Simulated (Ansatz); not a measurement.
# BFH4OSn: two geometries relaxed

Are the two ends of the rotation by 180° about the O1–B2 bond separate minima, and which lies lower? Each is relaxed from a guess. SMILES of the start: O[BH][SnH2][F].

All numbers below are computed with Ansatz 0.2.0 (RKS PBE0-D4/def2-SVP).

### 1 The system as given

Bond lengths: O1–B2 1.411 Å, B2–Sn3 2.208 Å, Sn3–F4 1.916 Å, O1–H5 1.033 Å, B2–H6 1.190 Å, Sn3–H7 1.812 Å, Sn3–H8 1.707 Å. Angles: O1–B2–Sn3 118.2°, O1–B2–H6 120.6°, Sn3–B2–H6 121.2°, B2–O1–H5 105.8°, B2–Sn3–F4 110.6°, B2–Sn3–H7 108.4°, B2–Sn3–H8 110.2°, F4–Sn3–H7 106.7°, F4–Sn3–H8 113.0°, H7–Sn3–H8 107.7°.

As a file:

```xyz
8

O    -0.5261    1.7514   -0.8347
B    -0.0885    1.0405    0.3032
Sn    0.4027   -1.0993    0.0706
F     0.1959   -1.6454   -1.7543
H    -1.5558    1.6740   -0.8366
H     0.0367    1.5917    1.3501
H     2.1501   -1.3326    0.4902
H    -0.5228   -2.0375    1.1557
```

### 2 End point A

Input file input.yaml:

```yaml
crystal:
  periodic: [false, false, false]
  atoms:
    - { symbol: O, position_ang: [-0.5261, 1.7514, -0.8347] }
    - { symbol: B, position_ang: [-0.0885, 1.0405, 0.3032] }
    - { symbol: Sn, position_ang: [0.4027, -1.0993, 0.0706] }
    - { symbol: F, position_ang: [0.1959, -1.6454, -1.7543] }
    - { symbol: H, position_ang: [-1.5558, 1.674, -0.8366] }
    - { symbol: H, position_ang: [0.0367, 1.5917, 1.3501] }
    - { symbol: H, position_ang: [2.1501, -1.3326, 0.4902] }
    - { symbol: H, position_ang: [-0.5228, -2.0375, 1.1557] }
basis:
  gaussian: { orbitals: def2-SVP }
hamiltonian:
  xc: pbe0
  dispersion: d4
relax:
  f_tol: 0.015
  max_steps: 40
```

On the command line:

```sh
ansatz run input.yaml --threads 1 --pin off --max-ram 2048MiB --backend cpu --events-out ev --progress --plain --runs-dir out
```

What it wrote (excerpt; [...] marks lines left out):

```text
Warning: RAYON_NUM_THREADS=1 ignored (pool sized by the plan → 1); use --threads N
[...]
Functional definition: PBE0
[...]
1034 factors; integrals over basis functions are off by at most 3.4e-4 eV
[...]
mean field -11326.73991790 eV, -416.2500144427 hartree, gradient 1.5e-5 eV, S^2 0.000000; 0 other end points of the search recorded, 0 dependent functions left out
[...]
reference -11326.73994797 eV, -416.2500155478 hartree; 24, 24 occupied and 64, 64 virtual orbitals, 1034 factors
relax step   1: F+E_penalty+E_count = -11326.85400590 eV  Δ(F+E_penalty+E_count) = +0.000e0 eV  max|allowed force component| = 2.683e0 eV/Å  Δτ_max = 0.0000 Å  (26 SCF iters, accepted)
[...]
relax step   5: F+E_penalty+E_count = -11327.64201900 eV  Δ(F+E_penalty+E_count) = -2.029e-1 eV  max|allowed force component| = 2.419e0 eV/Å  Δτ_max = 0.1955 Å  (30 SCF iters, accepted)
[...]
relax step   9: F+E_penalty+E_count = -11328.06409204 eV  Δ(F+E_penalty+E_count) = -4.629e-2 eV  max|allowed force component| = 1.169e0 eV/Å  Δτ_max = 0.1958 Å  (30 SCF iters, accepted)
[...]
relax step  13: F+E_penalty+E_count = -11328.21786365 eV  Δ(F+E_penalty+E_count) = -3.049e-2 eV  max|allowed force component| = 3.929e-1 eV/Å  Δτ_max = 0.0654 Å  (30 SCF iters, accepted)
[...]
relax step  15: F+E_penalty+E_count = -11328.22147428 eV  Δ(F+E_penalty+E_count) = -4.177e-4 eV  max|allowed force component| = 1.875e-2 eV/Å  Δτ_max = 0.0082 Å  (23 SCF iters, accepted)
[...]
relax step  16: F+E_penalty+E_count = -11328.22150032 eV  Δ(F+E_penalty+E_count) = -2.604e-5 eV  max|allowed force component| = 2.146e-3 eV/Å  Δτ_max = 0.0020 Å  (21 SCF iters, accepted)
1034 factors; integrals over basis functions are off by at most 8.5e-4 eV
[...]
mean field -11328.10280129 eV, -416.3000994836 hartree, gradient 8.6e-5 eV, S^2 0.000000; 1 other end points of the search recorded, 0 dependent functions left out
[...]
reference -11328.10283050 eV, -416.3001005570 hartree; 24, 24 occupied and 64, 64 virtual orbitals, 1034 factors
Total energy: -11328.22152953 eV, -416.3044626657 hartree
Atom 0 at    -0.699292     1.556425    -0.667704 Å, force     0.000881     0.000008     0.002146 eV/Å
Atom 1 at    -0.150974     1.213960     0.491857 Å, force    -0.000487     0.000865    -0.000009 eV/Å
Atom 2 at     0.433521    -0.981318     0.350700 Å, force     0.000435    -0.001085     0.000151 eV/Å
Atom 3 at    -0.318190    -0.870950    -1.509170 Å, force    -0.000076    -0.000528    -0.000673 eV/Å
Atom 4 at    -0.714281     0.785148    -1.286866 Å, force    -0.000374    -0.000284    -0.001157 eV/Å
Atom 5 at    -0.031543     2.004358     1.395519 Å, force     0.000016    -0.000500    -0.000591 eV/Å
Atom 6 at     2.042602    -1.516721     0.098918 Å, force    -0.000025     0.000782    -0.000006 eV/Å
Atom 7 at    -0.469643    -2.248102     1.070947 Å, force    -0.000369     0.000743     0.000139 eV/Å
Dipole moment:     0.198272    -0.097586     0.439010 e Å
```

Run time: 83 s. Hardware: 1 thread of Arm Neoverse V1, shared host; peak memory 0.18 GiB.

The steps of the relaxation:

```csv
step,energy from step 1 (eV),largest force component (eV/Å)
1,0.0000,2.6828
2,-0.2656,1.2776
3,-0.4042,1.1136
4,-0.5851,2.3477
5,-0.7880,2.4187
6,-1.0812,0.6911
7,-1.1256,0.3958
8,-1.1638,0.3432
9,-1.2101,1.1687
10,-1.2852,0.7742
11,-1.3169,1.2225
12,-1.3334,0.6287
13,-1.3639,0.3929
14,-1.3671,0.0863
15,-1.3675,0.0188
16,-1.3675,0.0021
```

Step 1 is the start.

After: Bond lengths: O1–B2 1.328 Å, B2–Sn3 2.276 Å, Sn3–F4 2.009 Å, O1–H5 0.989 Å, B2–H6 1.206 Å, Sn3–H7 1.714 Å, Sn3–H8 1.714 Å. Angles: O1–B2–Sn3 107.5°, O1–B2–H6 121.7°, Sn3–B2–H6 130.8°, B2–O1–H5 110.6°, B2–Sn3–F4 84.7°, B2–Sn3–H7 123.5°, B2–Sn3–H8 123.5°, F4–Sn3–H7 103.4°, F4–Sn3–H8 103.4°, H7–Sn3–H8 109.0°.

### 3 Relaxing end B

The second end starts from a geometry with the move made by hand.

Input file input.yaml:

```yaml
crystal:
  periodic: [false, false, false]
  atoms:
    - { symbol: O, position_ang: [-0.5261, 1.7514, -0.8347] }
    - { symbol: B, position_ang: [-0.0885, 1.0405, 0.3032] }
    - { symbol: Sn, position_ang: [0.0669, 2.12988, 2.21716] }
    - { symbol: F, position_ang: [-0.50797, 3.94582, 2.00948] }
    - { symbol: H, position_ang: [-1.5558, 1.674, -0.8366] }
    - { symbol: H, position_ang: [0.16166, -0.12049, 0.23236] }
    - { symbol: H, position_ang: [-1.0618, 1.35807, 3.40638] }
    - { symbol: H, position_ang: [1.65009, 1.99963, 2.84226] }
basis:
  gaussian: { orbitals: def2-SVP }
hamiltonian:
  xc: pbe0
  dispersion: d4
relax:
  f_tol: 0.015
  max_steps: 40
```

On the command line:

```sh
ansatz run input.yaml --threads 1 --pin off --max-ram 2048MiB --backend cpu --events-out ev --progress --plain --runs-dir out
```

What it wrote (excerpt; [...] marks lines left out):

```text
Warning: RAYON_NUM_THREADS=1 ignored (pool sized by the plan → 1); use --threads N
[...]
[... 1 set-up line as earlier in the session ...]
[...]
1034 factors; integrals over basis functions are off by at most 4.1e-4 eV
[...]
mean field -11326.74893526 eV, -416.2503458247 hartree, gradient 2.8e-5 eV, S^2 0.000000; 0 other end points of the search recorded, 0 dependent functions left out
[...]
reference -11326.74896528 eV, -416.2503469277 hartree; 24, 24 occupied and 64, 64 virtual orbitals, 1034 factors
relax step   1: F+E_penalty+E_count = -11326.86312269 eV  Δ(F+E_penalty+E_count) = +0.000e0 eV  max|allowed force component| = 2.680e0 eV/Å  Δτ_max = 0.0000 Å  (26 SCF iters, accepted)
[...]
relax step   5: F+E_penalty+E_count = -11327.85134733 eV  Δ(F+E_penalty+E_count) = -3.247e-1 eV  max|allowed force component| = 1.157e0 eV/Å  Δτ_max = 0.1996 Å  (30 SCF iters, accepted)
[...]
reference -11328.10279657 eV, -416.3000993101 hartree; 24, 24 occupied and 64, 64 virtual orbitals, 1034 factors
Total energy: -11328.22149967 eV, -416.3044615684 hartree
Atom 0 at    -0.730068     1.644082    -0.602899 Å, force     0.002294    -0.001685     0.008421 eV/Å
Atom 1 at    -0.166523     0.780554     0.233438 Å, force     0.001324    -0.013732    -0.014893 eV/Å
Atom 2 at     0.053620     1.817566     2.247495 Å, force    -0.006617     0.006425    -0.013855 eV/Å
Atom 3 at    -0.796044     3.385305     1.321374 Å, force     0.000546     0.005045     0.006389 eV/Å
Atom 4 at    -0.909037     2.503757    -0.147441 Å, force     0.001735    -0.002397     0.003833 eV/Å
Atom 5 at     0.136598    -0.334089    -0.116106 Å, force    -0.000919     0.007192     0.005548 eV/Å
Atom 6 at    -0.987236     1.528868     3.578445 Å, force    -0.001310    -0.001110     0.002581 eV/Å
Atom 7 at     1.537171     2.452767     2.825233 Å, force     0.002946     0.000261     0.001976 eV/Å
Dipole moment:     0.209831    -0.339624     0.287791 e Å
```

It took 92 s on 1 thread of Arm Neoverse V1, shared host; peak memory 0.18 GiB.

The steps of the relaxation:

```csv
step,energy from step 1 (eV),largest force component (eV/Å)
1,0.0000,2.6801
2,-0.2777,1.2386
3,-0.4454,1.5680
4,-0.6635,2.5319
5,-0.9882,1.1566
6,-1.1004,0.6267
7,-1.1279,0.6506
8,-1.1733,0.5778
9,-1.1857,1.1676
10,-1.2683,0.2217
11,-1.2721,0.2062
12,-1.3272,0.2756
13x,-1.3181,1.1748
14,-1.3486,0.3419
15,-1.3500,0.3332
16,-1.3554,0.1144
17,-1.3583,0.0313
18,-1.3583,0.0149
```

Step 1 is the start. 1 step was tried and not accepted (marked x).

After: Bond lengths: O1–B2 1.328 Å, B2–Sn3 2.276 Å, Sn3–F4 2.009 Å, O1–H5 0.989 Å, B2–H6 1.207 Å, Sn3–H7 1.714 Å, Sn3–H8 1.714 Å. Angles: O1–B2–Sn3 107.6°, O1–B2–H6 121.7°, Sn3–B2–H6 130.8°, B2–O1–H5 110.6°, B2–Sn3–F4 84.6°, B2–Sn3–H7 123.5°, B2–Sn3–H8 123.4°, F4–Sn3–H7 103.4°, F4–Sn3–H8 103.4°, H7–Sn3–H8 109.0°.

### 4 What came out

| quantity | value |
| --- | --- |
| end A | 15 moves, 1.367 eV lower |
| end B | 16 moves, 1.358 eV lower |
| largest difference between the ends | 0.00 Å |
| end B relative to end A | +0.000 eV |

What this shows: Both starts fell into the same minimum (no atom differs by more than 0.00 Å), so from this start no second minimum was found and no band was run; another arrangement could still be one.
